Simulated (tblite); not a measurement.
# C7H14BFO: the cost of one run

The runs use tblite 0.8.0 and PySCF 2.14.0, with density-fitted response routines of our own; the level of theory stands in each step. All values are computed, except where a source is named. Atoms count from 0, in the outputs and in this text.

### 1 The molecule as given

24 atoms, charge 0, multiplicity 1; geometry from: force field or distance geometry start.

Bonds of the start (Å): B0–C1 1.59, C1–C2 1.54, C1–C3 1.49, C3–C4 1.49, C4–C5 1.50, C5–C6 1.51, C6–F7 1.38, C5–C8 1.52, C8–O9 1.39, O9–C1 1.37, B0–H10 1.20, B0–H11 1.19, C2–H12 1.12, C2–H13 1.09, C2–H14 1.10, C3–H15 1.13, C3–H16 1.12, C4–H17 1.11, C4–H18 1.12, C5–H19 1.12, C6–H20 1.11, C6–H21 1.13, C8–H22 1.10, C8–H23 1.09.

### 2 Geometry optimisation with GFN2-xTB

What the job is given:

```
{"job": {"kind": "relax", "xc": "GFN2-xTB", "basis": "xTB"}, "charge": 0, "multiplicity": 1}
B      2.665300     0.760500    -0.677200
C      1.294600     0.225500    -0.063700
C      1.664400    -0.278800     1.339500
C      0.330700     1.366200    -0.074100
C     -1.094300     1.016500    -0.310400
C     -1.356400    -0.414800    -0.669700
C     -2.696500    -0.837800    -0.108900
F     -2.992000    -2.153000    -0.388400
C     -0.247900    -1.370800    -0.269200
O      0.915900    -0.854700    -0.823600
H      2.867400     1.928400    -0.516400
H      3.634600     0.079800    -0.617300
H      1.925700    -1.356500     1.205700
H      0.862500    -0.162500     2.066100
H      2.566200     0.223200     1.724600
H      0.411800     2.004800     0.853500
H      0.660800     2.042600    -0.901300
H     -1.449900     1.620400    -1.172500
H     -1.699800     1.256500     0.601500
H     -1.475400    -0.451100    -1.782400
H     -2.737000    -0.612900     0.980100
H     -3.490400    -0.182700    -0.570600
H     -0.433000    -2.393400    -0.630800
H     -0.139100    -1.435500     0.813100
```

The run is started by

```bash
$ OMP_NUM_THREADS=1 python probes_run.py task.json out
```

One launch serves the whole session: the jobs run in the order shown.

**Question.** How long does this first job take on 1 thread of Arm Neoverse N1, shared host, and how much memory does it need?

About 1.3 s, with a peak of 0.18 GiB.
